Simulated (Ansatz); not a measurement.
# LuH2: how the settings move a single-point run

Question: which choices in the input matter for LuH2?

Computed with Ansatz 0.2.0 (reference: DFT, PBEsol, PAW with Ansatz's default frozen-core files, scalar-relativistic; levels and slopes on a fine mesh, independent-particle optical spectra, unless a step's input says otherwise).

### 1 Starting point

The structure is cubic, space group Fm-3m (No. 225). The conventional cell has a = 4.958 Å, b = 4.958 Å, c = 4.958 Å, α = 90.00°, β = 90.00°, γ = 90.00°. Around Lu (site symmetry m-3m) lie 8 H at 2.15 Å. H (site symmetry -43m) is surrounded by 4 Lu at 2.15 Å.

Coordinates:

```xyz
3
Lattice="0.0000 2.4791 2.4791 2.4791 0.0000 2.4791 2.4791 2.4791 0.0000" Properties=species:S:1:pos:R:3 pbc="T T T"
Lu    0.0000    0.0000    0.0000
H     1.2396    1.2396    1.2396
H     3.7187    3.7187    3.7187
```

### 2 Baseline

Contents of input.yaml:

```yaml
crystal:
  lattice:
    - [0.0, 2.47913101096, 2.47913101096]
    - [2.47913101096, 0.0, 2.47913101096]
    - [2.47913101096, 2.47913101096, 0.0]
  atoms:
    - { symbol: Lu, position: [0.0, 0.0, 0.0] }
    - { symbol: H, position: [0.25, 0.25, 0.25] }
    - { symbol: H, position: [0.75, 0.75, 0.75] }
kpoints:
  mp_grid: { grid: [12, 12, 12] }
scf:
  occupations: { method: fermi_dirac, width: 0.05 }
hamiltonian:
  xc: pbesol
  pseudopotentials: { kind: paw }
output:
  forces: true
  stress: true
  eigenvalues: true
  eigenstates:
    nscf_kmesh: { grid: [16, 16, 16] }
    de_dk: true
    e_range: [-14, 14]
  optics:
    e_range: [0, 25]
    de: 0.2
    sigma: 0.25
    bands: { spectra_wanted_up_to: 25 }
    nscf_kmesh: { grid: [16, 16, 16] }
    drude_damping: 0.05
checkpoint:
  write: ck
  write_wavefunctions: false
```

Started as:

```sh
ansatz run input.yaml --threads 2 --pin off --max-ram 6144MiB --backend cpu --events-out ev --progress --plain --runs-dir out
```

### 3 Changed: mp_grid.grid [10, 10, 10]

Edit input.yaml of step 2 so:

```diff
@@ -10,3 +10,3 @@
 kpoints:
-  mp_grid: { grid: [12, 12, 12] }
+  mp_grid: { grid: [10, 10, 10] }
 scf:
```

Before running it: what results should come out? Wanted: for each run, ending; energy change; pressure; gap; force.

The runs gave:

| run | ending | energy change | pressure (GPa) | gap (eV) | force (eV/Å) | cycles | time |
| --- | --- | --- | --- | --- | --- | --- | --- |
| reference | converged | 0 | 0.0 | 0.00 | 0.00 | - | 54 s |
| 1: mp_grid.grid [10, 10, 10] | converged | +0.8 meV/atom | 0.0 | 0.00 | 0.00 | 10 | 54 s |

Residual by cycle in the longest SCF loop of each run; runs are numbered as in the table. The quantity is the density residual dr2, in eV.

```csv
cycle,reference,run 1
1,0.0101,0.0102
2,0.001,0.0036
3,5.8e-5,2.6e-4
4,7.8e-6,1.5e-5
5,8.1e-7,2.2e-6
6,2.2e-8,2.2e-7
7,6.1e-10,3.3e-9
8,4.3e-12,9.6e-10
9,-,7.1e-11
10,-,9.2e-12
```

**Reading.** Changing the k-point mesh moves the energy by +0.8 meV/atom. Sampling errors of the energy have no fixed sign.
